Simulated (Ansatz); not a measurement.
# F₄H₂In₂S₂: a ladder of functionals and wavefunction methods

One table from this session's results is given with a row withheld; the runs are named, their logs left out.

Method: functionals in def2-TZVPP, the program's frozen cores in correlated methods; program: Ansatz 0.2.0, Gaussian basis.

Plan: LDA (SPW92), PBE-D4, revPBE-D4, BLYP-D4, r2SCAN-D4, B97M-V, PBE0-D4, B3LYP-D4, r2SCANh-D4, r2SCAN0-D4, HSE06-D4, BHLYP-D4, CAM-B3LYP-D4, LC-ωPBE, ωB97X-V, ωB97M-V, B2PLYP, PBE-QIDH; CCSD(T)/def2-SVP; CCSD(T)/def2-TZVPP; MP2/def2-QZVPP; extrapolation to the limit; RPA on PBE.

1 further run of the same task is left out (it didn't finish).

### The relaxed structure

An earlier PBE0-D4 in a triple-zeta def2 set relaxation fixed the geometry. In takes the def2 core potential; no spin-orbit term is included.

SMILES `[F][In-]1([F])[SH+][In-]([F])([F])[SH+]1`, 10 atoms, charge 0, spin multiplicity 1.

Atoms are counted from 1 here; the program's logs count them from 0.

Bond lengths: F1–In2 1.936 Å, In2–F3 1.936 Å, In2–S4 2.544 Å, In2–S8 2.544 Å, S4–In5 2.544 Å, S4–H9 1.348 Å, In5–F6 1.936 Å, In5–F7 1.936 Å, In5–S8 2.544 Å, S8–H10 1.348 Å. Angles: F1–In2–F3 122.7°, F1–In2–S4 111.1°, F1–In2–S8 106.8°, F3–In2–S4 106.7°, F3–In2–S8 111.1°, S4–In2–S8 95.0°, In2–S4–In5 85.0°, In2–S4–H9 92.6°, In5–S4–H9 92.6°, S4–In5–F6 106.8°, S4–In5–F7 111.1°, S4–In5–S8 95.0°, F6–In5–F7 122.7°, F6–In5–S8 111.1°, F7–In5–S8 106.7°, In2–S8–In5 85.0°, In2–S8–H10 92.6°, In5–S8–H10 92.6°.

The first run:

The input, in.yaml:

```yaml
crystal:
  periodic: [false, false, false]
  atoms:
    - {symbol: F, position_ang: [0.894091, -3.004679, -0.279905]}
    - {symbol: In, position_ang: [0.766001, -1.356565, 0.727580]}
    - {symbol: F, position_ang: [1.465899, -1.172712, 2.523187]}
    - {symbol: S, position_ang: [-1.628776, -0.499246, 0.783619]}
    - {symbol: In, position_ang: [-0.765737, 1.356803, -0.727505]}
    - {symbol: F, position_ang: [-0.891977, 3.003571, 0.282427]}
    - {symbol: F, position_ang: [-1.466456, 1.176069, -2.523089]}
    - {symbol: S, position_ang: [1.628656, 0.498250, -0.785274]}
    - {symbol: H, position_ang: [-1.409410, 0.223211, 1.900610]}
    - {symbol: H, position_ang: [1.407710, -0.224692, -1.901650]}
basis:
  gaussian: {orbitals: def2-TZVPP}
hamiltonian: {xc: lda}
output: {orbitals: {seedname: orbitals}}
```

Steps of the session up to this table: LDA; PBE-D4 (GGA); revPBE-D4 (GGA); BLYP-D4 (GGA); r2SCAN-D4 (meta-GGA); B97M-V (meta-GGA); PBE0-D4 (hybrid); B3LYP-D4 (hybrid); r2SCANh-D4 (hybrid); r2SCAN0-D4 (hybrid); HSE06-D4 (hybrid); BHLYP-D4 (hybrid); CAM-B3LYP-D4 (range-separated); LC-ωPBE (range-separated); ωB97X-V (range-separated); ωB97M-V (range-separated); B2PLYP (double hybrid); PBE-QIDH (double hybrid).

One table of the session follows, with a row left open; its other results are not shown here.

It belongs to the step «Orbital energies across the functionals». 

| functional | HOMO (eV) | LUMO (eV) | gap (eV) |
| --- | --- | --- | --- |
| LDA (SPW92) | -8.35 | -4.02 | 4.34 |
| PBE-D4 | -8.16 | -3.63 | 4.53 |
| revPBE-D4 | -8.09 | -3.48 | 4.61 |
| BLYP-D4 | -8.00 | -3.61 | 4.39 |
| r2SCAN-D4 | -8.50 | -3.41 | 5.10 |
| B97M-V | -8.57 | -3.45 | 5.11 |
| PBE0-D4 | -9.45 | -2.78 | 6.67 |
| B3LYP-D4 | -9.19 | -3.11 | 6.08 |
| r2SCANh-D4 | -8.98 | -3.11 | 5.87 |
| r2SCAN0-D4 | -9.67 | -2.65 | 7.02 |
| HSE06-D4 | -9.06 | -3.14 | 5.91 |
| BHLYP-D4 | -10.55 | -1.94 | 8.61 |
| CAM-B3LYP-D4 | -10.70 | -1.87 | 8.83 |
| LC-ωPBE | -12.02 | -0.54 | 11.49 |
| ωB97X-V | ? | ? | ? |
| ωB97M-V | -11.49 | -0.90 | 10.59 |

Estimate the missing values for ωB97X-V.

The run gave: HOMO (eV): -11.67; LUMO (eV): -0.71; gap (eV): 10.96. In the column «HOMO (eV)» it lies between LC-ωPBE (-12.02) and ωB97M-V (-11.49).
